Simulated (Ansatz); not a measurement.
# C₁₀H₁₀Cl₂Hf: one species, many methods

An exercise on one series of results from a longer session: the logs are not shown, and one member is left open.

Program: Ansatz 0.2.0, Gaussian basis. Level of theory: functionals in def2-TZVPP, the program's frozen cores in correlated methods. These are calculated values, not measurements.

Plan: LDA (SPW92), PBE-D4, revPBE-D4, BLYP-D4, r2SCAN-D4, B97M-V, PBE0-D4, B3LYP-D4, r2SCANh-D4, r2SCAN0-D4, HSE06-D4, BHLYP-D4, CAM-B3LYP-D4, LC-ωPBE, ωB97X-V, ωB97M-V, B2PLYP, PBE-QIDH; CCSD(T)/def2-SVP; CCSD(T)/def2-TZVPP; MP2/def2-QZVPP; extrapolation to the limit; RPA on PBE.

## Structure used throughout

All runs share one geometry, relaxed beforehand with PBE0-D4 in a triple-zeta def2 set. Hf takes the def2 core potential; no spin-orbit term is included.

SMILES `[Cl][Hf]12345678([Cl])([C@H]9[C@@H]1[C@@H]2[C@@H]3[C@H]94)[C@H]1[C@@H]5[C@@H]6[C@@H]7[C@H]18`, 23 atoms, charge 0, spin multiplicity 1.

Atoms are counted from 1 here; the program's logs count them from 0.

Bond lengths: Cl1–Hf2 2.410 Å, Hf2–Cl3 2.410 Å, Hf2–C4 2.535 Å, Hf2–C5 2.498 Å, Hf2–C6 2.507 Å, Hf2–C7 2.521 Å, Hf2–C8 2.532 Å, Hf2–C9 2.507 Å, Hf2–C10 2.520 Å, Hf2–C11 2.532 Å, Hf2–C12 2.535 Å, Hf2–C13 2.498 Å, C4–C5 1.411 Å, C4–C8 1.405 Å, C4–H14 1.078 Å, C5–C6 1.417 Å, C5–H15 1.080 Å, C6–C7 1.405 Å and more. Angles: Cl1–Hf2–Cl3 99.6°, Cl1–Hf2–C4 78.7°, Cl1–Hf2–C5 98.6°, Cl1–Hf2–C6 130.4°, Cl1–Hf2–C7 126.8°, Cl1–Hf2–C8 94.4°, Cl1–Hf2–C9 111.1°, Cl1–Hf2–C10 81.7°, Cl1–Hf2–C11 83.0°, Cl1–Hf2–C12 113.1°, Cl1–Hf2–C13 134.3°, Cl3–Hf2–C4 113.2°, Cl3–Hf2–C5 134.3°, Cl3–Hf2–C6 111.0°, Cl3–Hf2–C7 81.7°, Cl3–Hf2–C8 83.1°, Cl3–Hf2–C9 130.3°, Cl3–Hf2–C10 126.8° and more.

As a file:

```xyz
23
charge 0, multiplicity 1
Cl    0.7019   -0.4021   -2.7910
Hf    0.3079   -0.4621   -0.4139
Cl    1.2982   -2.5977    0.1035
C    -2.0543   -0.6468   -1.3150
C    -2.0257    0.4279   -0.4012
C    -1.8031   -0.1094    0.8914
C    -1.6631   -1.5020    0.7637
C    -1.8115   -1.8338   -0.6038
C     0.6806    1.7910    0.6202
C     1.4870    1.7622   -0.5305
C     2.5026    0.7973   -0.3298
C     2.3270    0.2414    0.9484
C     1.1868    0.8323    1.5331
H    -2.1809   -0.5637   -2.3825
H    -2.1791    1.4691   -0.6428
H    -1.7509    0.4518    1.8117
H    -1.4482   -2.1972    1.5609
H    -1.7164   -2.8219   -1.0269
H    -0.1738    2.4307    0.7805
H     1.3426    2.3483   -1.4254
H     3.2554    0.5144   -1.0496
H     2.9241   -0.5436    1.3842
H     0.7930    0.6140    2.5147
```

The first run:

Contents of in.yaml:

```yaml
crystal:
  periodic: [false, false, false]
  atoms:
    - {symbol: Cl, position_ang: [0.701912, -0.402132, -2.791015]}
    - {symbol: Hf, position_ang: [0.307897, -0.462068, -0.413866]}
    - {symbol: Cl, position_ang: [1.298234, -2.597728, 0.103484]}
    - {symbol: C, position_ang: [-2.054313, -0.646750, -1.314965]}
    - {symbol: C, position_ang: [-2.025697, 0.427857, -0.401184]}
    - {symbol: C, position_ang: [-1.803064, -0.109358, 0.891356]}
    - {symbol: C, position_ang: [-1.663105, -1.502032, 0.763729]}
    - {symbol: C, position_ang: [-1.811484, -1.833779, -0.603772]}
    - {symbol: C, position_ang: [0.680555, 1.790984, 0.620199]}
    - {symbol: C, position_ang: [1.487036, 1.762197, -0.530537]}
    - {symbol: C, position_ang: [2.502576, 0.797299, -0.329823]}
    - {symbol: C, position_ang: [2.326977, 0.241399, 0.948421]}
    - {symbol: C, position_ang: [1.186797, 0.832271, 1.533070]}
    - {symbol: H, position_ang: [-2.180888, -0.563675, -2.382474]}
    - {symbol: H, position_ang: [-2.179099, 1.469085, -0.642761]}
    - {symbol: H, position_ang: [-1.750911, 0.451797, 1.811726]}
    - {symbol: H, position_ang: [-1.448194, -2.197172, 1.560932]}
    - {symbol: H, position_ang: [-1.716441, -2.821919, -1.026850]}
    - {symbol: H, position_ang: [-0.173833, 2.430704, 0.780504]}
    - {symbol: H, position_ang: [1.342607, 2.348273, -1.425433]}
    - {symbol: H, position_ang: [3.255367, 0.514416, -1.049588]}
    - {symbol: H, position_ang: [2.924110, -0.543645, 1.384181]}
    - {symbol: H, position_ang: [0.792962, 0.613968, 2.514677]}
basis:
  gaussian: {orbitals: def2-TZVPP}
hamiltonian: {xc: lda}
output: {orbitals: {seedname: orbitals}}
```

The run is started by

```bash
> ansatz run in.yaml --threads 11 --pin off --events-out ev --progress --plain --max-ram 174080MiB --backend cuda --devices 0, --max-vram 75GiB
```

Among the steps run: LDA; PBE-D4 (GGA); revPBE-D4 (GGA); BLYP-D4 (GGA); r2SCAN-D4 (meta-GGA); B97M-V (meta-GGA); B3LYP-D4 (hybrid); r2SCANh-D4 (hybrid); r2SCAN0-D4 (hybrid); HSE06-D4 (hybrid); BHLYP-D4 (hybrid); CAM-B3LYP-D4 (range-separated); LC-ωPBE (range-separated); ωB97X-V (range-separated); ωB97M-V (range-separated); B2PLYP (double hybrid); PBE-QIDH (double hybrid).

One table of the session follows, with a row left open; its other results are not shown here.

It belongs to the step «Orbital energies across the functionals». 

| functional | HOMO (eV) | LUMO (eV) | gap (eV) |
| --- | --- | --- | --- |
| LDA (SPW92) | -6.12 | -2.58 | 3.54 |
| PBE-D4 | -5.93 | -2.30 | 3.62 |
| revPBE-D4 | ? | ? | ? |
| BLYP-D4 | -5.74 | -2.15 | 3.59 |
| r2SCAN-D4 | -6.14 | -2.15 | 3.98 |
| B97M-V | -6.17 | -2.11 | 4.06 |
| PBE0-D4 | -6.95 | -1.45 | 5.50 |
| B3LYP-D4 | -6.73 | -1.64 | 5.09 |
| r2SCANh-D4 | -6.52 | -1.84 | 4.68 |
| r2SCAN0-D4 | -7.09 | -1.37 | 5.72 |
| HSE06-D4 | -6.56 | -1.83 | 4.74 |
| BHLYP-D4 | -7.78 | -0.43 | 7.35 |
| CAM-B3LYP-D4 | -8.14 | -0.38 | 7.76 |
| LC-ωPBE | -9.43 | 0.67 | 10.10 |
| ωB97X-V | -9.08 | 0.62 | 9.70 |
| ωB97M-V | -8.97 | 0.52 | 9.50 |

Q: Estimate the row for revPBE-D4 from the others.

As computed: HOMO (eV): -5.86; LUMO (eV): -2.20; gap (eV): 3.66. In the column «HOMO (eV)» it lies between PBE-D4 (-5.93) and BLYP-D4 (-5.74).
